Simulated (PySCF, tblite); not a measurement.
# C₄H₉GaOSi: geometry, infrared bands and NMR shifts

Aim: predict the infrared bands and NMR shifts of C₄H₉GaOSi (`C=C[C](=C)[GaH][O][SiH3]`).

Programs: tblite 0.8.0 and PySCF 2.14.0, with density-fitted response routines of our own. Each step states its level of theory. These are calculated values for one molecule in the gas phase, unless marked as measured. Atoms are numbered from 0 throughout.

### Step 1. The molecule as given

16 atoms, charge 0, multiplicity 1; geometry from: force field or distance geometry start.

Bonds of the start (Å): C0–C1 1.34, C1–C2 1.48, C2–C3 1.34, C2–Ga4 1.94, Ga4–O5 2.05, O5–Si6 1.72, C0–H7 1.09, C0–H8 1.07, C1–H9 1.06, C3–H10 1.07, C3–H11 1.09, Ga4–H12 1.55, Si6–H13 1.48, Si6–H14 1.48, Si6–H15 1.47.

### Step 2. Relaxing the molecule with GFN2-xTB

Job settings and geometry (Å):

```
{"job": {"kind": "relax", "xc": "GFN2-xTB", "basis": "xTB"}, "charge": 0, "multiplicity": 1}
C     -1.952100     1.662600    -0.293000
C     -1.814100     0.573400    -1.054700
C     -0.917400    -0.522400    -0.640000
C     -0.826200    -1.579000    -1.457400
Ga     0.116500    -0.523800     0.998400
O      1.869400     0.383100     0.447400
Si     2.557900     0.349300     2.019200
H     -2.613900     2.470600    -0.598800
H     -1.412600     1.735900     0.627100
H     -2.362700     0.500800    -1.962100
H     -1.385500    -1.634000    -2.365300
H     -0.188100    -2.416000    -1.188400
H      0.728100    -1.930200     1.236200
H      2.172000    -0.934900     2.636800
H      2.001200     1.422400     2.866200
H      4.019800     0.451300     1.984600
```

Command:

```
> OMP_NUM_THREADS=1 python probes_run.py task.json out
```

The driver reads the jobs from task.json and runs them one after another.

**Question.** This job is followed by: GFN2-xTB harmonic vibrations, gas phase; GIAO PBE0/pcSseg-1 NMR shielding, non-relativistic, gas phase. Predict these results of the whole session: strongest single infrared mode (GFN2-xTB); zero-point energy (GFN2-xTB); ¹³C shifts against TMS (PBE0/pcSseg-1); ¹H shifts against TMS (PBE0/pcSseg-1, means over atoms taken as alike); ¹⁷O shifts against H2O (PBE0/pcSseg-1); ²⁹Si shifts against TMS (PBE0/pcSseg-1); shieldings of Ga (PBE0/pcSseg-1).

As calculated:

```
                                                              quantity                                         value
                             strongest single infrared mode (GFN2-xTB)                          814 cm⁻¹, 570 km/mol
                                          zero-point energy (GFN2-xTB)                                 65.3 kcal/mol
                                ¹³C shifts against TMS (PBE0/pcSseg-1)                167.8, 147.8, 139.6, 132.2 ppm
¹H shifts against TMS (PBE0/pcSseg-1, means over atoms taken as alike)  6.97, 6.60, 6.36, 6.04, 5.76, 5.73, 5.48 ppm
                                ¹⁷O shifts against H2O (PBE0/pcSseg-1)                                      78.1 ppm
                               ²⁹Si shifts against TMS (PBE0/pcSseg-1)                                     -40.1 ppm
                                      shieldings of Ga (PBE0/pcSseg-1)                                Ga4 1391.2 ppm
```

Relaxing lowered the energy by 1.677 eV in 181 steps; the close pair that moved most is Ga4–Si6, from 2.787 to 3.382 Å. The lowest mode is slightly imaginary (10i cm⁻¹), a soft motion within the noise of the Hessian, so the minimum is not strictly shown. The strongest single mode, at 814 cm⁻¹, moves mainly H14, H13 and H15. GFN2-xTB is a fitted tight-binding method: band positions and strengths are rough. Its intensities can rank the bands wrongly. H9 (hydrogen on an alkene CH) lies farthest downfield among hydrogen, at 6.97 ppm; olefinic region. At PBE0/pcSseg-1: Shielding is most anisotropic at Ga4 (span 332 ppm, paramagnetic term -1249 ppm). Spin-orbit coupling is left out, which matters for shieldings and couplings at and beside the heavy atoms.
